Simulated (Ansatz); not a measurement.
# C₅H₆F₂: basis-set convergence

Aim: see how fast density functionals converge with the basis set for C₅H₆F₂.

Method: one geometry, several basis sets; program: Ansatz 0.2.0, Gaussian basis.

Levels to be run: PBE0-D4/def2-SVP; ωB97M-V/def2-SVP; PBE0-D4/def2-QZVPP; ωB97M-V/def2-QZVPP; the functionals' def2-TZVPP values are taken from earlier runs.

## Step 1: Structure used throughout

The geometry comes from an earlier relaxation with PBE0-D4 in a triple-zeta def2 set; it is a stationary point, not always the lowest conformer.

SMILES `F[C@H]1C=CC[C@@H]1F`, 13 atoms, charge 0, spin multiplicity 1.

Atoms are counted from 1 here; the program's logs count them from 0.

Bond lengths: F1–C2 1.393 Å, C2–C3 1.491 Å, C2–C6 1.533 Å, C2–H8 1.094 Å, C3–C4 1.328 Å, C3–H9 1.082 Å, C4–C5 1.497 Å, C4–H10 1.084 Å, C5–C6 1.527 Å, C5–H11 1.093 Å, C5–H12 1.095 Å, C6–F7 1.386 Å, C6–H13 1.092 Å. Angles: F1–C2–C3 110.5°, F1–C2–C6 110.1°, F1–C2–H8 106.9°, C3–C2–C6 104.4°, C3–C2–H8 114.6°, C6–C2–H8 110.3°, C2–C3–C4 111.4°, C2–C3–H9 122.6°, C4–C3–H9 126.0°, C3–C4–C5 112.7°, C3–C4–H10 124.8°, C5–C4–H10 122.5°, C4–C5–C6 103.6°, C4–C5–H11 113.1°, C4–C5–H12 111.4°, C6–C5–H11 109.5°, C6–C5–H12 112.3°, H11–C5–H12 106.9° and more.

Geometry (Å):

```xyz
13

F    -0.30241    1.33364    1.80195
C     0.41626    0.92670    0.67997
C     0.95808   -0.44857    0.87761
C     0.34310   -1.32827    0.09547
C    -0.70415   -0.69858   -0.76992
C    -0.51972    0.79770   -0.52692
F     0.09414    1.37311   -1.62891
H     1.17427    1.69266    0.49305
H     1.73840   -0.67054    1.59400
H     0.55077   -2.39209    0.07874
H    -0.56972   -0.91547   -1.83295
H    -1.70716   -1.04375   -0.49859
H    -1.45126    1.33875   -0.34891
```

## Step 2: PBE0-D4 in def2-SVP

in.yaml reads:

```yaml
crystal:
  periodic: [false, false, false]
  atoms:
    - {symbol: F, position_ang: [-0.302414, 1.333641, 1.801954]}
    - {symbol: C, position_ang: [0.416264, 0.926697, 0.679974]}
    - {symbol: C, position_ang: [0.958077, -0.448566, 0.877611]}
    - {symbol: C, position_ang: [0.343102, -1.328269, 0.095466]}
    - {symbol: C, position_ang: [-0.704154, -0.698580, -0.769924]}
    - {symbol: C, position_ang: [-0.519724, 0.797701, -0.526915]}
    - {symbol: F, position_ang: [0.094136, 1.373110, -1.628906]}
    - {symbol: H, position_ang: [1.174275, 1.692661, 0.493054]}
    - {symbol: H, position_ang: [1.738405, -0.670543, 1.594000]}
    - {symbol: H, position_ang: [0.550771, -2.392087, 0.078741]}
    - {symbol: H, position_ang: [-0.569716, -0.915468, -1.832954]}
    - {symbol: H, position_ang: [-1.707157, -1.043746, -0.498589]}
    - {symbol: H, position_ang: [-1.451263, 1.338749, -0.348912]}
basis:
  gaussian: {orbitals: def2-SVP}
hamiltonian: {xc: pbe0, dispersion: d4}
output: {orbitals: {seedname: orbitals}}
```

On the command line:

```
$ ansatz run in.yaml --threads 2 --pin off --events-out ev --progress --plain --max-ram 32768MiB --backend cpu
```

After this run come: ωB97M-V in def2-SVP; PBE0-D4 in def2-QZVPP; ωB97M-V in def2-QZVPP.

Before running them: what should the planned runs give, taken together? Wanted: PBE0-D4: double and triple zeta above quadruple; ωB97M-V: double and triple zeta above quadruple.

**Answer**, as computed:

```
                                       quantity           value
PBE0-D4: double and triple zeta above quadruple  12.98, 0.56 eV
ωB97M-V: double and triple zeta above quadruple  13.36, 0.53 eV
```

What this shows: For PBE0-D4 the step from double to triple zeta gains 12.42 eV and the next only 0.56 eV. Total energies overstate the basis error of differences, where much of it tends to cancel.
